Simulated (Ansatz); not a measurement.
# BFH4Sn (SMILES F[BH][SnH3]): functionals against CCSD(T) at one geometry

The atoms stand at a structure displaced at random from a GFN2-xTB minimum. How far do the functionals agree with CCSD(T) there?

The runs use Ansatz 0.2.0, Gaussian basis; single points in def2-TZVPP.

Cores are frozen in the correlated methods. Filled d shells of the heavier atoms are correlated. Core potentials replace the inner electrons past krypton, and spin-orbit coupling is left out.

## 1. Starting geometry

7 atoms, charge 0, spin multiplicity 1.

Atoms are counted from 1 here; the program's logs count them from 0.

Bond lengths: F1–B2 1.321 Å, B2–Sn3 2.236 Å, B2–H4 1.171 Å, Sn3–H5 1.656 Å, Sn3–H6 1.617 Å, Sn3–H7 1.716 Å. Angles: F1–B2–Sn3 121.3°, F1–B2–H4 113.3°, Sn3–B2–H4 124.8°, B2–Sn3–H5 112.3°, B2–Sn3–H6 111.7°, B2–Sn3–H7 115.3°, H5–Sn3–H6 106.1°, H5–Sn3–H7 104.4°, H6–Sn3–H7 106.3°.

As a file:

```mol
BFH4Sn
  3D, bonds by distance, orders not assigned

  7  6  0  0  0  0  0  0  0  0999 V2000
   -0.0837   -2.2904   -0.3572 F   0  0
   -0.4151   -1.2418    0.3755 B   0  0
    0.1985    0.8262   -0.2126 Sn  0  0
   -0.8984   -1.5293    1.4030 H   0  0
   -0.5409    1.3297   -1.6061 H   0  0
   -0.1929    1.9117    0.9199 H   0  0
    1.8741    1.0344   -0.5193 H   0  0
  1  2  8  0
  2  3  8  0
  2  4  8  0
  3  5  8  0
  3  6  8  0
  3  7  8  0
M  END
```

## 2. CCSD(T)/def2-TZVPP

Input file run/in.yaml:

```yaml
crystal:
  periodic: [false, false, false]
  atoms:
    - {symbol: F, position_ang: [-0.083700, -2.290400, -0.357200]}
    - {symbol: B, position_ang: [-0.415100, -1.241800, 0.375500]}
    - {symbol: Sn, position_ang: [0.198500, 0.826200, -0.212600]}
    - {symbol: H, position_ang: [-0.898400, -1.529300, 1.403000]}
    - {symbol: H, position_ang: [-0.540900, 1.329700, -1.606100]}
    - {symbol: H, position_ang: [-0.192900, 1.911700, 0.919900]}
    - {symbol: H, position_ang: [1.874100, 1.034400, -0.519300]}
basis:
  gaussian: {orbitals: def2-TZVPP}
correlation: {method: ccsd_t}
output: {forces: true}
```

No record of the launch command was kept for these runs.

## 3. PBE0-D4/def2-TZVPP

run/in.yaml: that of step 2 with these lines changed.

```diff
@@ -12,3 +12,3 @@
   gaussian: {orbitals: def2-TZVPP}
-correlation: {method: ccsd_t}
-output: {forces: true}
+hamiltonian: {xc: pbe0, dispersion: d4}
+output: {forces: true, orbitals: {seedname: orbitals}}
```

## 4. wB97M-V/def2-TZVPP

run/in.yaml: that of step 3 with these lines changed.

```diff
@@ -12,3 +12,3 @@
   gaussian: {orbitals: def2-TZVPP}
-hamiltonian: {xc: pbe0, dispersion: d4}
-output: {forces: true, orbitals: {seedname: orbitals}}
+hamiltonian: {xc: {name: wB97M-V}}
+output: {forces: true}
```

## 5. r2SCAN-D4/def2-TZVPP

run/in.yaml: that of step 4 with these lines changed.

```diff
@@ -12,3 +12,3 @@
   gaussian: {orbitals: def2-TZVPP}
-hamiltonian: {xc: {name: wB97M-V}}
+hamiltonian: {xc: r2scan, dispersion: d4}
 output: {forces: true}
```

## 6. PBE-D4/def2-TZVPP

run/in.yaml: that of step 5 with these lines changed.

```diff
@@ -12,3 +12,3 @@
   gaussian: {orbitals: def2-TZVPP}
-hamiltonian: {xc: r2scan, dispersion: d4}
+hamiltonian: {xc: pbe, dispersion: d4}
 output: {forces: true}
```

## 7. BHLYP-D4/def2-TZVPP

run/in.yaml: that of step 6 with these lines changed.

```diff
@@ -12,3 +12,3 @@
   gaussian: {orbitals: def2-TZVPP}
-hamiltonian: {xc: pbe, dispersion: d4}
+hamiltonian: {xc: {name: BHLYP}, dispersion: d4}
 output: {forces: true}
```

## 8. CAM-B3LYP-D4/def2-TZVPP

run/in.yaml: that of step 7 with these lines changed.

```diff
@@ -12,3 +12,3 @@
   gaussian: {orbitals: def2-TZVPP}
-hamiltonian: {xc: {name: BHLYP}, dispersion: d4}
+hamiltonian: {xc: {name: CAM-B3LYP}, dispersion: d4}
 output: {forces: true}
```

(Steps that only read results are left out.)

What does the calculation give? Wanted: energy less free atoms, CCSD(T)/def2-TZVPP; RMS force component; RMS force error; HOMO and LUMO, PBE0-D4; T1 diagnostic.

**Answer**, as computed:

| quantity | value |
| --- | --- |
| energy less free atoms, CCSD(T)/def2-TZVPP | -1993.0 kJ/mol |
| RMS force component | 0.497 to 0.576 eV/Å over the methods |
| RMS force error | PBE0-D4 0.120, wB97M-V 0.040, r2SCAN-D4 0.077, PBE-D4 0.152, BHLYP-D4 0.205, CAM-B3LYP-D4 0.095 eV/Å |
| HOMO and LUMO, PBE0-D4 | -7.98 and -1.92 eV |
| T1 diagnostic | 0.014 |

**Reading.** Against CCSD(T) the functionals' energies less atoms differ by -52.8 to +10.2 kJ/mol, PBE-D4 by -36.9 kJ/mol. A larger basis would deepen the CCSD(T) value, while the functionals are nearly converged already, so the order here is not reliable. The forces of wB97M-V come nearest to CCSD(T), those of BHLYP-D4 are farthest. Frozen-core CCSD(T) forces in triple zeta carry basis errors of their own, and this is one geometry, so small gaps rank nothing.
